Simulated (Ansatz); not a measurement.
**LiCuAuO2 in Ansatz: the effect of strain**

The system is LiCuAuO2.

```
Au Cu O Li
1.0
     1.57171    0.90743    6.41882
    -1.57171    0.90743    6.41882
     0.00000   -1.81486    6.41882
Au Cu O Li
1 1 2 1
Direct
  0.99179 0.99179 0.99179
  0.51580 0.51580 0.51580
  0.10092 0.10092 0.10092
  0.88422 0.88422 0.88422
  0.75726 0.75726 0.75726
```

The cell comes from a database or a generator and needn't be the stable form of this composition.

Alike in all runs:

- Program: Ansatz 0.2.0
- Task: single point
- Functional: PBE
- Potentials or basis: Ansatz PAW
- Cutoff: 420 eV (not typed: the program's choice for these potentials)
- k mesh: 8 × 8 × 8
- Occupations: fermi-dirac, width 0.05 eV
- Spin: no spin polarisation
- Kind of strain: biaxial

| strain | pressure (GPa) | largest force (eV/Å) |
| --- | --- | --- |
| -0.04 | 8.1 | 0.32 |
| -0.02 | 2.8 | 0.28 |
| -0.01 | 0.6 | 0.31 |
| 0 | -1.4 | 0.34 |
| 0.01 | -3.1 | 0.37 |
| 0.02 | -4.7 | 0.40 |
| 0.04 | ? | ? |

**Question.** What does the run with strain 0.04 give?

**Answer.** Pressure -7.2 GPa; largest force 0.46 eV/Å.

Worked out: A parabola through the other rows of the pressure, of slope -88.6 GPa per unit of strain there, extrapolates to -6.9 GPa, against the run's -7.2. A parabola through the other rows of the largest force, of slope 7.52 eV/Å per unit of strain there, extrapolates to 0.54 eV/Å, against the run's 0.46. The fit is too stiff a form for this range.

Caveats: an odd number of electrons without spin polarisation forces a metal; a magnetic or distorted state may lie lower; the run has no spin polarisation, though such a crystal can be magnetic.
